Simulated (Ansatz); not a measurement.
**AlBrFHO: vertical ionisation energy**

The task here is to estimate one member of a computed series from the others.

The runs use Ansatz 0.2.0, Gaussian basis; unrestricted cation, the program's frozen cores in correlated methods.

The runs, in order: UKS PBE-D4/def2-TZVPP; UKS r2SCAN-D4/def2-TZVPP; UKS PBE0-D4/def2-TZVPP; UKS B3LYP-D4/def2-TZVPP; UKS wB97X-V/def2-TZVPP; UKS wB97M-V/def2-TZVPP; UKS B2PLYP/def2-TZVPP; UHF-CCSD(T)/def2-TZVPP; UHF-CCSD(T)/def2-QZVPP; extrapolation to the limit; then −ε(HOMO) from the neutral's earlier runs with LDA (SPW92), PBE-D4, revPBE-D4, BLYP-D4, r2SCAN-D4, B97M-V, PBE0-D4, B3LYP-D4, r2SCANh-D4, r2SCAN0-D4, HSE06-D4, BHLYP-D4, CAM-B3LYP-D4, LC-ωPBE, ωB97X-V, ωB97M-V.

### Structure used throughout

All runs share one geometry, relaxed beforehand with PBE0-D4 in a triple-zeta def2 set.

SMILES `[OH][Al]([F])[Br]`, 5 atoms, charge 0, spin multiplicity 1.

Atoms are counted from 1 here; the program's logs count them from 0.

Bond lengths: O1–Al2 1.676 Å, O1–H5 0.956 Å, Al2–F3 1.635 Å, Al2–Br4 2.233 Å. Angles: Al2–O1–H5 123.3°, O1–Al2–F3 118.3°, O1–Al2–Br4 122.9°, F3–Al2–Br4 118.9°.

As a file:

```xyz
5
AlBrFHO
O     0.71876    1.06609    0.26437
Al    0.09468   -0.42588   -0.17534
F     1.12110   -1.54827   -0.77398
Br   -2.06936   -0.93960    0.02215
H     0.18472    1.77387    0.62140
```

Set-up of the first run:

in.yaml

```yaml
crystal:
  periodic: [false, false, false]
  atoms:
    - {symbol: O, position_ang: [0.718757, 1.066090, 0.264369]}
    - {symbol: Al, position_ang: [0.094680, -0.425883, -0.175342]}
    - {symbol: F, position_ang: [1.121104, -1.548272, -0.773976]}
    - {symbol: Br, position_ang: [-2.069359, -0.939604, 0.022153]}
    - {symbol: H, position_ang: [0.184720, 1.773870, 0.621396]}
basis:
  gaussian: {orbitals: def2-TZVPP}
total_charge: 1
magnetization: {spin_polarized: true, initial_magnetization: 1}
hamiltonian: {xc: pbe, dispersion: d4}
```

Started as:

```console
ansatz run in.yaml --threads 2 --pin off --events-out ev --progress --plain --max-ram 22528MiB --backend cpu
```

Among the steps run: Cation, UKS PBE-D4/def2-TZVPP; Cation, UKS r2SCAN-D4/def2-TZVPP; Cation, UKS PBE0-D4/def2-TZVPP; Cation, UKS B3LYP-D4/def2-TZVPP; Cation, UKS wB97X-V/def2-TZVPP; Cation, UKS wB97M-V/def2-TZVPP; Cation, UKS B2PLYP (frozen core)/def2-TZVPP; Cation, UHF-CCSD(T)/def2-TZVPP; Cation, UHF-CCSD(T)/def2-QZVPP.

One of the session's tables, all rows but one given; the rest of the session is left out.

Orbital estimates, from the neutral's runs:

```
  functional  −ε(HOMO) (eV)
 LDA (SPW92)           7.78
      PBE-D4           7.60
   revPBE-D4           7.54
     BLYP-D4           7.42
   r2SCAN-D4           7.95
      B97M-V           7.99
     PBE0-D4           8.95
    B3LYP-D4              ?
  r2SCANh-D4           8.45
  r2SCAN0-D4           9.18
    HSE06-D4           8.55
    BHLYP-D4          10.12
CAM-B3LYP-D4          10.29
     LC-ωPBE          11.71
     ωB97X-V          11.33
     ωB97M-V          11.19
```

Q: Estimate the row for B3LYP-D4 from the others.

Worked estimate for «−ε(HOMO) (eV)». Against the share of exact exchange, BLYP-D4 (0, 7.42), BHLYP-D4 (0.5, 10.12) give a slope of 5.40 per unit share; at 0.2 the line stands at 8.50.

The run gave: −ε(HOMO) (eV): 8.66. In «−ε(HOMO) (eV)» the line misses by -0.16.
